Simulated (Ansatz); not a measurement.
**H₄OSeSi (SMILES O[SiH2][SeH]): one structure at several levels**

How do the functionals fare away from a minimum? The structure is a structure displaced at random from a GFN2-xTB minimum.

Program: Ansatz 0.2.0, Gaussian basis. Level of theory: single points in def2-TZVPP. These are calculated values, not measurements.

Cores are frozen in the correlated methods. Filled d shells of the heavier atoms are correlated. B3LYP uses VWN-RPA correlation.

## (1) Starting geometry

SMILES `O[SiH2][SeH]`, 7 atoms, charge 0, spin multiplicity 1.

Atoms are counted from 1 here; the program's logs count them from 0.

Bond lengths: O1–Si2 1.674 Å, O1–H4 0.998 Å, Si2–Se3 2.229 Å, Si2–H5 1.513 Å, Si2–H6 1.510 Å, Se3–H7 1.392 Å. Angles: Si2–O1–H4 123.4°, O1–Si2–Se3 104.3°, O1–Si2–H5 110.8°, O1–Si2–H6 112.3°, Se3–Si2–H5 114.0°, Se3–Si2–H6 107.1°, H5–Si2–H6 108.3°, Si2–Se3–H7 97.1°.

Geometry (Å):

```xyz
7
H4OSeSi
O    -1.1389   -0.6133   -0.5222
Si   -0.0492    0.5064    0.0779
Se    1.3905   -0.7113    1.2672
H    -1.9456   -0.3642   -1.0541
H     0.5896    1.2917   -1.0461
H    -0.6974    1.4831    1.0302
H     1.8712   -1.4864    0.2152
```

## (2) CCSD(T)/def2-TZVPP

Input file run/in.yaml:

```yaml
crystal:
  periodic: [false, false, false]
  atoms:
    - {symbol: O, position_ang: [-1.138900, -0.613300, -0.522200]}
    - {symbol: Si, position_ang: [-0.049200, 0.506400, 0.077900]}
    - {symbol: Se, position_ang: [1.390500, -0.711300, 1.267200]}
    - {symbol: H, position_ang: [-1.945600, -0.364200, -1.054100]}
    - {symbol: H, position_ang: [0.589600, 1.291700, -1.046100]}
    - {symbol: H, position_ang: [-0.697400, 1.483100, 1.030200]}
    - {symbol: H, position_ang: [1.871200, -1.486400, 0.215200]}
basis:
  gaussian: {orbitals: def2-TZVPP}
correlation: {method: ccsd_t}
output: {forces: true}
```

No record of the launch command was kept for these runs.

## (3) PBE0-D4/def2-TZVPP

run/in.yaml, as its differences from that of step 2:

```diff
@@ -12,3 +12,3 @@
   gaussian: {orbitals: def2-TZVPP}
-correlation: {method: ccsd_t}
-output: {forces: true}
+hamiltonian: {xc: pbe0, dispersion: d4}
+output: {forces: true, orbitals: {seedname: orbitals}}
```

## (4) wB97M-V/def2-TZVPP

run/in.yaml, as its differences from that of step 3:

```diff
@@ -12,3 +12,3 @@
   gaussian: {orbitals: def2-TZVPP}
-hamiltonian: {xc: pbe0, dispersion: d4}
-output: {forces: true, orbitals: {seedname: orbitals}}
+hamiltonian: {xc: {name: wB97M-V}}
+output: {forces: true}
```

## (5) r2SCAN-D4/def2-TZVPP

run/in.yaml, as its differences from that of step 4:

```diff
@@ -12,3 +12,3 @@
   gaussian: {orbitals: def2-TZVPP}
-hamiltonian: {xc: {name: wB97M-V}}
+hamiltonian: {xc: r2scan, dispersion: d4}
 output: {forces: true}
```

## (6) PBE-D4/def2-TZVPP

run/in.yaml, as its differences from that of step 5:

```diff
@@ -12,3 +12,3 @@
   gaussian: {orbitals: def2-TZVPP}
-hamiltonian: {xc: r2scan, dispersion: d4}
+hamiltonian: {xc: pbe, dispersion: d4}
 output: {forces: true}
```

## (7) B97M-V/def2-TZVPP

run/in.yaml, as its differences from that of step 6:

```diff
@@ -12,3 +12,3 @@
   gaussian: {orbitals: def2-TZVPP}
-hamiltonian: {xc: pbe, dispersion: d4}
+hamiltonian: {xc: {name: B97M-V}}
 output: {forces: true}
```

## (8) B3LYP-D4/def2-TZVPP

run/in.yaml, as its differences from that of step 7:

```diff
@@ -12,3 +12,3 @@
   gaussian: {orbitals: def2-TZVPP}
-hamiltonian: {xc: {name: B97M-V}}
+hamiltonian: {xc: {name: B3LYP}, dispersion: d4}
 output: {forces: true}
```

(Steps that only read results are left out.)

What does the calculation give? Wanted: energy less free atoms, CCSD(T)/def2-TZVPP; RMS force component; RMS force error; HOMO and LUMO, PBE0-D4; T1 diagnostic.

**Answer**, as computed:

| quantity | value |
| --- | --- |
| energy less free atoms, CCSD(T)/def2-TZVPP | -2133.1 kJ/mol |
| RMS force component | 0.881 to 0.917 eV/Å over the methods |
| RMS force error | PBE0-D4 0.089, wB97M-V 0.042, r2SCAN-D4 0.076, PBE-D4 0.218, B97M-V 0.113, B3LYP-D4 0.072 eV/Å |
| HOMO and LUMO, PBE0-D4 | -7.20 and 0.01 eV |
| T1 diagnostic | 0.010 |

**Reading.** Against CCSD(T) the functionals' energies less atoms differ by -56.8 to -20.5 kJ/mol, PBE-D4 by -56.8 kJ/mol. The reference is not at the basis limit: in triple zeta CCSD(T) underbinds, which counts against methods that bind more; the gaps are no ranking. For forces wB97M-V does best and PBE-D4 worst. Frozen-core CCSD(T) forces in triple zeta carry basis errors of their own, and this is one geometry, so small gaps rank nothing.
